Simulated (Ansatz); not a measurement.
# AlCu3: one candidate structure

Aim: relax AlCu3 from this start, structure listed in a database for this formula (Fm-3m, No. 225), and see where it ends.

Method: DFT r2SCAN, scalar-relativistic, plane waves, PAW, in Ansatz 0.2.0.

## 1. The starting structure

Symmetry: Fm-3m, No. 225, cubic system. Conventional cell: a = 5.776 Å, b = 5.776 Å, c = 5.776 Å, α = 90.00°, β = 90.00°, γ = 90.00°. Al (site symmetry m-3m) has 8 Cu at 2.50 Å as nearest neighbours. Around Cu (site symmetry m-3m) lie 8 Cu at 2.50 Å. Cu (site symmetry -43m) is surrounded by 4 Al at 2.50 Å and 4 Cu at 2.50 Å.

Coordinates:

```
Al Cu
1.0
     0.00000    2.88801    2.88801
     2.88801    0.00000    2.88801
     2.88801    2.88801    0.00000
Al Cu
1 3
Cartesian
  0.0000 0.0000 0.0000
  2.8880 2.8880 2.8880
  1.4440 1.4440 1.4440
  4.3320 4.3320 4.3320
```

## 2. Probe: one point at the start

input.yaml

```yaml
crystal:
  lattice:
    - [0.0, 2.888010988, 2.888010988]
    - [2.888010988, 0.0, 2.888010988]
    - [2.888010988, 2.888010988, 0.0]
  atoms:
    - { symbol: Al, position: [0.0, 0.0, 0.0] }
    - { symbol: Cu, position: [0.5, 0.5, 0.5] }
    - { symbol: Cu, position: [0.25, 0.25, 0.25] }
    - { symbol: Cu, position: [0.75, 0.75, 0.75] }
basis:
  ecutwfc: 500
kpoints:
  mp_grid: { grid: [6, 6, 6] }
hamiltonian:
  xc: r2scan
scf:
  occupations: { method: gaussian, width: 0.1 }
  lower_state_search: "off"
output:
  forces: true
  stress: true
  eigenvalues: true
```

Started as:

```
$ ansatz run input.yaml --threads 1 --pin off --max-ram 2560MiB --backend cpu --events-out ev --progress --plain --runs-dir out
```

Log, shortened:

```text
Warning: RAYON_NUM_THREADS=1 ignored (pool sized by the plan → 1); use --threads N
[...]
Pseudopotentials: kind: paw
Pseudopotential: Al, paw, valence charge 3, recommended cutoff 500 eV (meta_gga), Al.paw.azcp
Pseudopotential: Cu, paw, valence charge 19, recommended cutoff 500 eV (meta_gga), Cu.paw.azcp
Functional definition: r2SCAN
[...]
Crystal: 4 atoms, lattice volume = 48.176 Å³
Basis set: ecut = 500 eV, 1243 PW (Γ), exchange–correlation on 120×120×120 points (64 copies of the dense FFT grid, shifted against one another)
Bands: 36, of which v1, the nominal top of the filled ones, is band 30 counted from 1 (29 counted from 0)
Symmetry: 48 space group operations
Space group: Fm-3m (ITA 225), of the structure as read, at distance tolerance 3.6e-5 Å
k-points: 16 of 216
[...]
SCF iter   1: F=-20434.549604 eV  HF=-20434.905255 eV  |F-HF|=3.56e-1  |Δ(HF+E_count)|=         —  Δρ=3.74e-2  dr2=4.08e-1  dr2_τ=7.67e-3  ethr=1.77e-3  ⟨swp⟩=5.0  Hψ=2086  notcnv=0
[...]
SCF iter   8: F=-20434.843168 eV  HF=-20434.843168 eV  |F-HF|=3.70e-8  |Δ(HF+E_count)|=   1.51e-7  Δρ=1.08e-5  dr2=3.37e-8  dr2_τ=1.60e-10  ethr=1.67e-10  ⟨swp⟩=7.2  Hψ=2385  notcnv=0
[...]
SCF converged after 8 iterations
Free energy (F): -20434.843168 eV
[...]
E sigma→0 (E₀):  -20434.840827 eV
Entropy (-TS):   -0.004682 eV (-1.170 meV/atom)
Fermi energy:    15.258121 eV
[...]
--- Forces (eV/Å), atoms counted from 1 ---
  atom   1  Al    -0.00000000     0.00000000     0.00000000
  atom   2  Cu     0.00000000     0.00000000     0.00000000
  atom   3  Cu    -0.00000000     0.00000000     0.00000000
  atom   4  Cu    -0.00000000     0.00000000     0.00000000
[...]
--- Stress (GPa, compression-positive) ---
        0.530175       0.000000       0.000000
        0.000000       0.530175      -0.000000
        0.000000       0.000000       0.530175
  P = ⅓ Tr σ = 0.5302 GPa (5.302 kbar)
--- Band table (eV; the first three rows and the last of 16) ---
[...]
```

It took 4.4 s on 1 thread of Intel Xeon Platinum 8488C (Sapphire Rapids), shared host; peak memory 0.47 GiB.

From the probe: pressure 0.5 GPa, largest force 0.00 eV/Å, gap on this mesh none (metal). By this gap the next run takes a mesh of 14×14×14.

## 3. The relaxation

Edit input.yaml of step 2 so:

```diff
@@ -13,3 +13,3 @@
 kpoints:
-  mp_grid: { grid: [6, 6, 6] }
+  mp_grid: { grid: [14, 14, 14] }
 hamiltonian:
@@ -18,3 +18,2 @@
   occupations: { method: gaussian, width: 0.1 }
-  lower_state_search: "off"
 output:
@@ -23 +22,6 @@
   eigenvalues: true
+relax:
+  adjacent_minimum: "off"
+  f_tol: 0.01
+  max_steps: 80
+  cell: { stress_tol: 0.05 }
```

Started as:

```
$ ansatz run input.yaml --threads 1 --pin off --max-ram 2560MiB --backend cpu --events-out ev --progress --plain --runs-dir out
```

Log:

```text
Warning: RAYON_NUM_THREADS=1 ignored (pool sized by the plan → 1); use --threads N
Engine: ansatz 0.2.0, x86_64-unknown-linux-gnu
Pseudopotentials: kind: paw
Pseudopotential: Al, paw, valence charge 3, recommended cutoff 500 eV (meta_gga), Al.paw.azcp
Pseudopotential: Cu, paw, valence charge 19, recommended cutoff 500 eV (meta_gga), Cu.paw.azcp
Functional definition: r2SCAN
  parameter k0 = 0.174
  parameter k1 = 0.065
  parameter a1 = 4.9479
  exchange = r2scan_x(k0 = k0, k1 = k1, a1 = a1)
  correlation = r2scan_c
Crystal: 4 atoms, lattice volume = 48.176 Å³
Basis set: ecut = 500 eV, 1243 PW (Γ), exchange–correlation on 120×120×120 points (64 copies of the dense FFT grid, shifted against one another)
Bands: 36, of which v1, the nominal top of the filled ones, is band 30 counted from 1 (29 counted from 0)
Symmetry: 48 space group operations
Space group: Fm-3m (ITA 225), of the structure as read, at distance tolerance 3.6e-5 Å
k-points: 104 of 2744
Non-local potential: Al, projectors of the file, l = 0: 2, l = 1: 2, l = 2: 1
Non-local potential: Cu, projectors of the file, l = 0: 3, l = 1: 2, l = 2: 3, l = 3: 1
PAW form: soft (Blöchl's): semilocal exchange-correlation on the pseudo side does not see the compensation charge
PAW frozen core: Al, regenerated for the run's functional (the file was generated under x = pbe(κ = 0.804, μ = 0.2195149727645171), c = pbe(β = 0.06672455060314922))
PAW frozen core: Cu, regenerated for the run's functional (the file was generated under x = pbe(κ = 0.804, μ = 0.2195149727645171), c = pbe(β = 0.06672455060314922))
PAW one-centre angular grid: Al, 302 points (default); XC on 160 Gauss nodes
PAW one-centre angular grid: Cu, 590 points (default); XC on 160 Gauss nodes
Initial density: superposition of atomic densities (neutral atoms: chi_scale 0, normalization atom), corrected by the library's trained network
Initial wavefunctions: pseudopotential atomic-orbital guess
Functional: x = r2scan, c = r2scan; τ floored in thin density (d = 2e-4 eV/Å³)
SCF iter   1: F=—  HF=-20434.919650 eV  |F-HF|=—  |Δ(HF+E_count)|=         —  Δρ=3.79e-2  dr2=4.19e-1  dr2_τ=7.59e-3  ethr=1.77e-3  ⟨swp⟩=5.0  Hψ=12805  notcnv=0  defer=7
preconditioner: auto → Kerker (q_TF=auto, 2.830 Å⁻¹)  [metal: Δε(μ)=0.040 eV  Ē_g=9.575 eV  σ=0.100 eV  W_gap=0.22  n_scr=14 (ndim 8)  ℏωp=32.1 eV  f_vac=0.000  D(μ)=1.22/eV (n_scr^D=8)]
SCF iter   2: F=—  HF=-20434.893500 eV  |F-HF|=—  |Δ(HF+E_count)|=   2.62e-2  Δρ=1.42e-2  dr2=3.99e-2  dr2_τ=3.56e-3  ethr=6.99e-4  ⟨swp⟩=2.1  Hψ=6795  notcnv=0  defer=144
SCF iter   3: F=—  HF=-20434.861724 eV  |F-HF|=—  |Δ(HF+E_count)|=   3.18e-2  Δρ=8.02e-3  dr2=2.66e-2  dr2_τ=1.13e-4  ethr=6.65e-5  ⟨swp⟩=2.0  Hψ=7029  notcnv=0  defer=144
SCF iter   4: F=—  HF=-20434.855357 eV  |F-HF|=—  |Δ(HF+E_count)|=   6.37e-3  Δρ=3.14e-3  dr2=3.56e-3  dr2_τ=3.28e-5  ethr=4.44e-5  ⟨swp⟩=1.4  Hψ=4705  notcnv=0  defer=144
SCF iter   5: F=—  HF=-20434.854737 eV  |F-HF|=—  |Δ(HF+E_count)|=   6.20e-4  Δρ=1.47e-3  dr2=6.60e-4  dr2_τ=9.35e-6  ethr=5.93e-6  ⟨swp⟩=2.0  Hψ=5229  notcnv=0  defer=144
SCF iter   6: F=—  HF=-20434.855147 eV  |F-HF|=—  |Δ(HF+E_count)|=   4.10e-4  Δρ=6.71e-4  dr2=2.21e-4  dr2_τ=2.01e-6  ethr=1.10e-6  ⟨swp⟩=2.0  Hψ=5161  notcnv=0  defer=144
SCF iter   7: F=—  HF=-20434.855193 eV  |F-HF|=—  |Δ(HF+E_count)|=   4.60e-5  Δρ=2.18e-4  dr2=3.16e-5  dr2_τ=1.94e-7  ethr=3.68e-7  ⟨swp⟩=2.0  Hψ=5458  notcnv=0  defer=144
SCF iter   8: F=—  HF=-20434.855174 eV  |F-HF|=—  |Δ(HF+E_count)|=   1.96e-5  Δρ=5.44e-5  dr2=1.40e-6  dr2_τ=9.16e-9  ethr=5.26e-8  ⟨swp⟩=2.0  Hψ=5427  notcnv=0  defer=144
SCF iter   9: F=-20434.855173 eV  HF=-20434.855173 eV  |F-HF|=6.18e-8  |Δ(HF+E_count)|=   3.53e-7  Δρ=1.67e-5  dr2=8.57e-8  dr2_τ=3.66e-10  ethr=1.67e-10  ⟨swp⟩=6.5  Hψ=16169  notcnv=0
SCF 1 converged in 9 iterations: F = -20434.855173 eV  dr2 = 8.57e-8
relax step   1: F+E_penalty+E_count = -20434.85517320 eV  Δ(F+E_penalty+E_count) = +0.000e0 eV  max|allowed force component| = 6.939e-18 eV/Å  Δτ_max = 0.0000 Å  P = +0.463 GPa  Ω = 48.176 Å³  (9 SCF iters, dr2 threshold 1.00e-7 eV, accepted)
Crystal: 4 atoms, lattice volume = 48.261 Å³
Initial density: handed on by an earlier stage of this run
Initial wavefunctions: those handed on with the density
iter 1 solved again at ethr=3.61e-7 eV; its pass at ethr=3.10e-3 eV (dr2=2.17e-4 eV) is discarded
SCF iter   1: F=—  HF=-20434.855194 eV  |F-HF|=—  |Δ(HF+E_count)|=         —  Δρ=7.83e-4  dr2=1.92e-4  dr2_τ=1.06e-4  ethr=3.61e-7  ⟨swp⟩=1.1  Hψ=12460  notcnv=0
preconditioner: auto → Kerker (q_TF=auto, 2.829 Å⁻¹)  [metal: Δε(μ)=0.021 eV  Ē_g=9.335 eV  σ=0.100 eV  W_gap=0.12  n_scr=14 (ndim 8)  ℏωp=32.1 eV  f_vac=0.003  D(μ)=1.32/eV (n_scr^D=14)]
SCF iter   2: F=—  HF=-20434.855335 eV  |F-HF|=—  |Δ(HF+E_count)|=   1.41e-4  Δρ=4.67e-4  dr2=4.06e-5  dr2_τ=1.62e-6  ethr=3.19e-7  ⟨swp⟩=2.8  Hψ=6640  notcnv=0
SCF iter   3: F=—  HF=-20434.855315 eV  |F-HF|=—  |Δ(HF+E_count)|=   1.94e-5  Δρ=9.45e-5  dr2=5.55e-6  dr2_τ=3.06e-8  ethr=6.76e-8  ⟨swp⟩=2.4  Hψ=6113  notcnv=0
SCF iter   4: F=—  HF=-20434.855315 eV  |F-HF|=—  |Δ(HF+E_count)|=   6.60e-7  Δρ=4.41e-5  dr2=7.65e-7  dr2_τ=1.05e-8  ethr=9.25e-9  ⟨swp⟩=2.0  Hψ=5396  notcnv=0
SCF iter   5: F=—  HF=-20434.855316 eV  |F-HF|=—  |Δ(HF+E_count)|=   1.20e-6  Δρ=1.01e-4  dr2=2.83e-6  dr2_τ=1.30e-8  ethr=6.67e-10  ⟨swp⟩=5.2  Hψ=15061  notcnv=0  recentre
SCF iter   6: F=-20434.855315 eV  HF=-20434.855315 eV  |F-HF|=1.95e-7  |Δ(HF+E_count)|=   4.34e-7  Δρ=4.34e-5  dr2=3.79e-7  dr2_τ=6.89e-10  ethr=6.67e-10  ⟨swp⟩=2.3  Hψ=13291  notcnv=0
SCF 2 converged in 6 iterations: F = -20434.855315 eV  dr2 = 3.79e-7
relax step   2: F+E_penalty+E_count = -20434.85531518 eV  Δ(F+E_penalty+E_count) = -1.420e-4 eV  max|allowed force component| = 9.946e-17 eV/Å  Δτ_max = 0.0000 Å  P = +0.190 GPa  Ω = 48.261 Å³  energy of the carried Pulay correction = -3.278e-5 eV  (6 SCF iters, dr2 threshold 4.00e-7 eV, accepted)
Crystal: 4 atoms, lattice volume = 48.321 Å³
iter 1 solved again at ethr=1.59e-7 eV; its pass at ethr=3.10e-3 eV (dr2=9.54e-5 eV) is discarded
SCF iter   1: F=—  HF=-20434.855272 eV  |F-HF|=—  |Δ(HF+E_count)|=         —  Δρ=5.08e-4  dr2=8.43e-5  dr2_τ=5.17e-5  ethr=1.59e-7  ⟨swp⟩=1.5  Hψ=12908  notcnv=0
preconditioner: auto → Kerker (q_TF=auto, 2.829 Å⁻¹)  [metal: Δε(μ)=0.021 eV  Ē_g=9.325 eV  σ=0.100 eV  W_gap=0.12  n_scr=14 (ndim 8)  ℏωp=32.1 eV  f_vac=0.003  D(μ)=1.32/eV (n_scr^D=14)]
SCF iter   2: F=—  HF=-20434.855337 eV  |F-HF|=—  |Δ(HF+E_count)|=   6.54e-5  Δρ=3.28e-4  dr2=1.97e-5  dr2_τ=7.10e-7  ethr=1.40e-7  ⟨swp⟩=2.6  Hψ=6429  notcnv=0
SCF iter   3: F=—  HF=-20434.855328 eV  |F-HF|=—  |Δ(HF+E_count)|=   8.72e-6  Δρ=6.58e-5  dr2=2.60e-6  dr2_τ=1.36e-8  ethr=3.29e-8  ⟨swp⟩=2.0  Hψ=5556  notcnv=0
SCF iter   4: F=—  HF=-20434.855328 eV  |F-HF|=—  |Δ(HF+E_count)|=   5.29e-8  Δρ=3.38e-5  dr2=4.04e-7  dr2_τ=6.56e-9  ethr=4.34e-9  ⟨swp⟩=2.0  Hψ=5482  notcnv=0
SCF iter   5: F=—  HF=-20434.855329 eV  |F-HF|=—  |Δ(HF+E_count)|=   6.31e-7  Δρ=7.43e-5  dr2=1.53e-6  dr2_τ=7.04e-9  ethr=1.51e-10  ⟨swp⟩=5.4  Hψ=15233  notcnv=0  recentre
SCF iter   6: F=—  HF=-20434.855329 eV  |F-HF|=—  |Δ(HF+E_count)|=   2.38e-7  Δρ=3.32e-5  dr2=2.24e-7  dr2_τ=4.28e-10  ethr=6.74e-10  ⟨swp⟩=2.0  Hψ=5923  notcnv=0
SCF iter   7: F=-20434.855329 eV  HF=-20434.855329 eV  |F-HF|=2.55e-8  |Δ(HF+E_count)|=   3.48e-9  Δρ=1.32e-5  dr2=4.13e-8  dr2_τ=1.23e-10  ethr=1.51e-10  ⟨swp⟩=4.0  Hψ=12001  notcnv=0
SCF 3 converged in 7 iterations: F = -20434.855329 eV  dr2 = 4.13e-8
relax step   3: F+E_penalty+E_count = -20434.85532870 eV  Δ(F+E_penalty+E_count) = -1.352e-5 eV  max|allowed force component| = 9.252e-17 eV/Å  Δτ_max = 0.0000 Å  P = +0.002 GPa  Ω = 48.321 Å³  energy of the carried Pulay correction = -5.571e-5 eV  (7 SCF iters, dr2 threshold 9.05e-8 eV, accepted)
Initial wavefunctions: pseudopotential atomic-orbital guess (no wavefunctions were taken with the density)
iter 1 solved again at ethr=3.55e-9 eV; its pass at ethr=3.10e-3 eV (dr2=2.13e-6 eV) is discarded
SCF iter   1: F=—  HF=-20434.855390 eV  |F-HF|=—  |Δ(HF+E_count)|=         —  Δρ=9.95e-6  dr2=2.17e-8  dr2_τ=7.63e-9  ethr=3.55e-9  ⟨swp⟩=3.7  Hψ=23798  notcnv=0
preconditioner: auto → Kerker (q_TF=auto, 2.829 Å⁻¹)  [metal: Δε(μ)=0.022 eV  Ē_g=9.322 eV  σ=0.100 eV  W_gap=0.12  n_scr=14 (ndim 8)  ℏωp=32.1 eV  f_vac=0.003  D(μ)=1.32/eV (n_scr^D=14)]
SCF iter   2: F=—  HF=-20434.855390 eV  |F-HF|=—  |Δ(HF+E_count)|=   7.99e-9  Δρ=1.25e-5  dr2=5.70e-8  dr2_τ=6.37e-10  ethr=3.62e-11  ⟨swp⟩=2.0  Hψ=6853  notcnv=0
SCF iter   3: F=—  HF=-20434.855390 eV  |F-HF|=—  |Δ(HF+E_count)|=   5.10e-9  Δρ=3.35e-6  dr2=7.88e-9  dr2_τ=2.35e-10  ethr=3.62e-11  ⟨swp⟩=2.0  Hψ=5450  notcnv=0
SCF iter   4: F=—  HF=-20434.855390 eV  |F-HF|=—  |Δ(HF+E_count)|=  3.27e-11  Δρ=3.12e-6  dr2=3.08e-9  dr2_τ=2.66e-11  ethr=1.31e-11  ⟨swp⟩=2.0  Hψ=5604  notcnv=0
SCF iter   5: F=—  HF=-20434.855390 eV  |F-HF|=—  |Δ(HF+E_count)|=  1.46e-11  Δρ=1.87e-6  dr2=1.14e-9  dr2_τ=1.06e-11  ethr=5.13e-12  ⟨swp⟩=2.0  Hψ=5429  notcnv=0
SCF iter   6: F=—  HF=-20434.855390 eV  |F-HF|=—  |Δ(HF+E_count)|=  1.46e-11  Δρ=7.05e-7  dr2=2.22e-10  dr2_τ=2.47e-12  ethr=1.91e-12  ⟨swp⟩=2.1  Hψ=4586  notcnv=0
SCF iter   7: F=-20434.855390 eV  HF=-20434.855390 eV  |F-HF|=2.55e-11  |Δ(HF+E_count)|=  4.37e-11  Δρ=2.15e-7  dr2=2.12e-11  dr2_τ=2.31e-13  ethr=1.00e-12  ⟨swp⟩=3.0  Hψ=12949  notcnv=0
SCF 4 converged in 7 iterations: F = -20434.855390 eV  dr2 = 2.12e-11
relax step   4: F+E_penalty+E_count = -20434.85539038 eV  Δ(F+E_penalty+E_count) = -6.169e-5 eV  max|allowed force component| = 1.018e-16 eV/Å  Δτ_max = 0.0000 Å  P = +0.004 GPa  Ω = 48.321 Å³  stress off target by 4.19e-3 GPa  SCF on the basis re-selected at this cell (its energy is not comparable with the rows above)  (7 SCF iters)
basis re-selected at this cell: Δ(F+E_penalty+E_count) = -6.169e-5 eV, ΔP = +0.002 GPa vs the last step (what re-selecting the basis moved, of the pressure what is left beyond the Pulay correction that the steps carried, after the strain that the cell walked since its last selection, with what the two solves' SCF thresholds leave and, on support functions, any second-order correction that the steps lacked; it is no measure of the basis error at this ecutwfc). This SCF's stress stands 4.19e-3 GPa from its target on what of the cell is left free (relax.cell.stress_tol is 5.00e-2 GPa) and its largest allowed force component is 1.02e-16 eV/Å (relax.f_tol is 1.00e-2 eV/Å): within both
SCF converged after 7 iterations
Free energy (F): -20434.855390 eV
Harris-Foulkes:  -20434.855390 eV  (|F-HF|=2.55e-11)
Internal energy: -20434.848784 eV  (E = F + TS)
E sigma→0 (E₀):  -20434.852087 eV
Entropy (-TS):   -0.006606 eV (-1.651 meV/atom)
Fermi energy:    15.238104 eV
--- Per-component energies (eV) ---
  E_band       = -1236.645645
  E_kinetic    = 924.221963
  E_local      = -13932.507812  (includes V_loc(G=0)·N_el)
  E_nonlocal   = 1192.380064
  E_hartree    = 6215.595590
  E_xc         = -289.994803
  E_vxc        = -408.680528  (∫ρ·V_xc dr)
  E_paw        = -5504.931063  (= ΣΔE_a)
  E_vpaw       = -1472.064950  (= ΣTr[D̂ρ^β])
  E_aug_tail   = 0.000431  (compensation charges beyond the density's cutoff)
  E_vtau       = 28.814125  (kinetic-family band-sum trace: ∫τ·v_τ [+ j·A + Jᵃ·Aᵃ] dr)
  E_ewald      = -9038.649723
  E_core_change = -0.963432  (= ΣΔE_core)
  E_smearing   = -0.006606  (= −TS)
  E_closure    = -0.000000  (closes the sum)
  Σ components = -20434.855390   (vs F -20434.855390, Δ=0.00e0)
--- Forces (eV/Å), atoms counted from 1 ---
  atom   1  Al     0.00000000    -0.00000000    -0.00000000
  atom   2  Cu    -0.00000000     0.00000000     0.00000000
  atom   3  Cu    -0.00000000    -0.00000000    -0.00000000
  atom   4  Cu     0.00000000     0.00000000     0.00000000
  max |Σ_I F_I| component: 2.78e-17 eV/Å
--- Stress (GPa, compression-positive) ---
        0.004189       0.000000       0.000000
        0.000000       0.004189      -0.000000
        0.000000       0.000000       0.004189
  P = ⅓ Tr σ = 0.0042 GPa (0.042 kbar)
--- Band table (eV; the first three rows and the last of 104) ---
  k-point 0: bands = ["-101.8816", "-101.8792", "-101.5514", "-57.7029", "-57.7029", "-57.7029", "-57.6942", "-57.6942", "-57.6942", "-57.3696", "-57.3696", "-57.3696", "4.0735", "10.3184", "10.3184", "10.4118", "10.4118", "10.4118", "11.3129", "11.3129", "11.3129", "12.3355", "12.3355", "12.3355", "12.5061", "12.5061", "12.6282", "12.6282", "19.0643", "19.0643", "19.0643", "19.5079", "19.5079", "19.5079", "21.0291", "22.2879"]
  k-point 1: bands = ["-101.8815", "-101.8792", "-101.5514", "-57.7030", "-57.7028", "-57.7028", "-57.6943", "-57.6943", "-57.6940", "-57.3697", "-57.3696", "-57.3696", "4.1477", "10.2917", "10.2917", "10.3822", "10.4708", "10.4708", "11.3060", "11.3060", "11.3155", "12.2795", "12.2879", "12.2879", "12.5357", "12.5357", "12.6227", "12.6227", "17.8891", "18.7159", "18.7159", "19.9123", "19.9123", "19.9218", "21.4136", "22.1284"]
  k-point 2: bands = ["-101.8814", "-101.8793", "-101.5515", "-57.7032", "-57.7026", "-57.7026", "-57.6946", "-57.6946", "-57.6937", "-57.3698", "-57.3695", "-57.3695", "4.3693", "10.2726", "10.2726", "10.2939", "10.5825", "10.5825", "11.2873", "11.2873", "11.2981", "12.1336", "12.1870", "12.1870", "12.5747", "12.5747", "12.6163", "12.6163", "16.4631", "18.3116", "18.3116", "19.8342", "20.2961", "20.2961", "21.7079", "21.8027"]
  k-point 103: bands = ["-101.8803", "-101.8802", "-101.5517", "-57.7087", "-57.7046", "-57.7014", "-57.6976", "-57.6903", "-57.6901", "-57.3705", "-57.3695", "-57.3679", "8.3142", "9.0153", "9.4132", "9.8125", "11.0947", "11.1104", "11.1805", "11.3055", "11.4151", "11.5001", "11.9097", "12.0551", "12.5419", "12.6144", "12.7328", "12.7617", "12.9214", "13.1178", "13.1427", "20.2243", "20.4217", "21.9370", "22.0394", "26.9128"]
--- Relaxed structure (3 steps of the walk, 3 accepted, 1 SCFs on fresh bases) ---
  F+E_penalty+E_count = -20434.85539038 eV   max|allowed force component| = 1.018e-16 eV/Å   (the final SCF, on the basis selected at the relaxed cell)
  cell:  # Å, volume = 48.3214 Å³
    - [1.2738430082238975e-34, 2.8909229078942538, 2.8909229078942538]
    - [2.8909229078942538, 2.9298389189149645e-34, 2.8909229078942538]
    - [2.8909229078942538, 2.8909229078942538, 7.643058049343386e-35]
  atoms:
    - { symbol: Al, position: [-1.8885986966388282e-35, 1.610735899891966e-35, 7.749767065517952e-36] }
    - { symbol: Cu, position: [0.5000000000000001, 0.5000000000000001, 0.5000000000000001] }
    - { symbol: Cu, position: [0.25000000000000006, 0.25000000000000006, 0.25000000000000006] }
    - { symbol: Cu, position: [0.7500000000000001, 0.7500000000000001, 0.7500000000000001] }
```

Wall time 91 s (1 thread of Intel Xeon Platinum 8488C (Sapphire Rapids), shared host); peak memory 0.61 GiB.

Step by step:

```
step  energy from step 1 (eV/cell)  largest force component (eV/Å)  pressure (GPa)  volume (Å³)
   1                        0.0000                          0.0000            0.46        48.18
   2                       -0.0001                          0.0000            0.19        48.26
   3                       -0.0002                          0.0000            0.00        48.32
   4                       -0.0002                          0.0000            0.00        48.32
```

Step 1 is the start. Step 4 repeats the geometry before it on a plane-wave basis chosen anew for that cell, so its energy need not be comparable with the rows above.

Lengths and angles in the start's conventional setting:

|  | before | after | change |
| --- | --- | --- | --- |
| a (Å) | 5.776 | 5.782 | +0.1 % |
| b (Å) | 5.776 | 5.782 | +0.1 % |
| c (Å) | 5.776 | 5.782 | +0.1 % |
| volume (Å³/atom) | 12.04 | 12.08 | +0.3 % |
| shortest distance (Å) | 2.501 | 2.504 | +0.1 % |
| space group (0.01 Å) | Fm-3m | Fm-3m | same |

The run keeps the 48 symmetry operations of the start, so it could not have lowered the symmetry.

## 4. Results

Formation energies count from the elements, computed with the same settings in runs not shown here.

```
                          quantity                                                                      value
               cell (conventional)  a = 5.782 Å, b = 5.782 Å, c = 5.782 Å, α = 90.00°, β = 90.00°, γ = 90.00°
                       space group                                                            Fm-3m (No. 225)
                            volume                                                              12.08 Å³/atom
                   gap on the mesh                                                               none (metal)
formation energy from the elements                                                             -0.182 eV/atom
```

In words: The space group stayed Fm-3m, and from the first guess the volume went from 12.04 to 12.08 Å³/atom. With -0.18 eV/atom it lies under the elements, which doesn't yet make it stable against other compounds of them.
